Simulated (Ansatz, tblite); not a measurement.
**[InCl4]-: rung by rung**

An exercise on one series of results from a longer session: the logs are not shown, and one member is left open.

Method: as each input shows; program: Ansatz 0.2.0, Gaussian basis.

Plan: GFN1-xTB, GFN2-xTB, PBE-D4/def2-TZVPD, r2SCAN-D4/def2-TZVPD, PBE-QIDH/def2-TZVPD, BLYP-D4/def2-TZVPD, B2PLYP/def2-TZVPD, r2SCANh-D4/def2-TZVPD, BHLYP-D4/def2-TZVPD, revPBE-D4/def2-TZVPD, ωB97X-V/def2-TZVPD, PBE-D4/def2-SVPD, PBE0-D4/def2-SVPD, CCSD(T)/def2-SVPD, RPA/def2-SVPD.

2 further runs of the same task are left out: 2 set aside as unsound or not needed. Runs told in other sessions of the task aren't counted.

### The relaxed structure

The geometry is that of the singlet, from an earlier relaxation (PBE-D4/def2-SVPD).

5 atoms, charge -1, spin multiplicity 1.

Bond lengths: In1–Cl2 2.433 Å, In1–Cl3 2.432 Å, In1–Cl4 2.433 Å, In1–Cl5 2.433 Å. Angles: Cl2–In1–Cl3 109.5°, Cl2–In1–Cl4 109.5°, Cl2–In1–Cl5 109.5°, Cl3–In1–Cl4 109.5°, Cl3–In1–Cl5 109.5°, Cl4–In1–Cl5 109.5°.

In takes a core potential in the def2 sets. No spin-orbit coupling is included. The ion is computed in the gas phase, without counter-ions or solvent.

PBE0-D4/def2-TZVPD was run before; its log isn't repeated, and its numbers join the tables.

Set-up of the first run:

Tight binding, by tblite at 300 K electronic temperature and without a spin-polarisation term:

```python
tblite.interface.Calculator('GFN1-xTB', numbers, positions, charge=-1, uhf=0).singlepoint()
```

Tight binding, by tblite at 300 K electronic temperature and without a spin-polarisation term:

```python
tblite.interface.Calculator('GFN2-xTB', numbers, positions, charge=-1, uhf=0).singlepoint()
```

start.molden holds the orbitals of an earlier run on this state, given as this run's starting guess.

in.yaml reads:

```yaml
crystal:
  periodic: [false, false, false]
  atoms:
    - {symbol: In, position_ang: [0.000097, 0.000038, -0.000080]}
    - {symbol: Cl, position_ang: [0.010882, -0.016933, 2.432482]}
    - {symbol: Cl, position_ang: [2.289777, 0.011281, -0.821097]}
    - {symbol: Cl, position_ang: [-1.155237, 1.988932, -0.791801]}
    - {symbol: Cl, position_ang: [-1.145519, -1.983328, -0.819494]}
basis:
  gaussian: {orbitals: def2-TZVPD, initial_orbitals: start.molden}
total_charge: -1
hamiltonian: {xc: pbe, dispersion: d4}
scf: {omitted_lower_state_checks: [starts]}
output: {orbitals: {seedname: orbitals}}
```

Run with:

```
> ansatz run in.yaml --threads 4 --pin off --events-out ev --progress --plain --max-ram 3916MiB
```

Steps of the session up to this table: PBE-D4/def2-TZVPD; r2SCAN-D4/def2-TZVPD; PBE-QIDH/def2-TZVPD; BLYP-D4/def2-TZVPD; B2PLYP/def2-TZVPD; r2SCANh-D4/def2-TZVPD; BHLYP-D4/def2-TZVPD; revPBE-D4/def2-TZVPD; ωB97X-V/def2-TZVPD; PBE-D4/def2-SVPD; PBE0-D4/def2-SVPD; CCSD(T)/def2-SVPD; RPA/def2-SVPD.

One table of the session follows, with a row left open; its other results are not shown here.

| level | HOMO (eV) | LUMO (eV) | gap (eV) |
| --- | --- | --- | --- |
| PBE-D4/def2-SVPD | -3.50 | 0.64 | 4.14 |
| PBE-D4/def2-TZVPD | -3.43 | 0.77 | 4.21 |
| revPBE-D4/def2-TZVPD | -3.38 | 0.88 | 4.26 |
| BLYP-D4/def2-TZVPD | ? | ? | ? |
| r2SCAN-D4/def2-TZVPD | -3.78 | 1.02 | 4.80 |
| r2SCANh-D4/def2-TZVPD | -4.30 | 1.32 | 5.62 |
| PBE0-D4/def2-SVPD | -4.91 | 1.48 | 6.39 |
| PBE0-D4/def2-TZVPD | -4.84 | 1.61 | 6.45 |
| BHLYP-D4/def2-TZVPD | -6.10 | 2.39 | 8.49 |
| ωB97X-V/def2-TZVPD | -7.30 | 3.39 | 10.69 |

**Question.** Estimate the row for BLYP-D4/def2-TZVPD.

As computed: HOMO (eV): -3.27; LUMO (eV): 0.82; gap (eV): 4.09. In the column «HOMO (eV)» it is the highest.
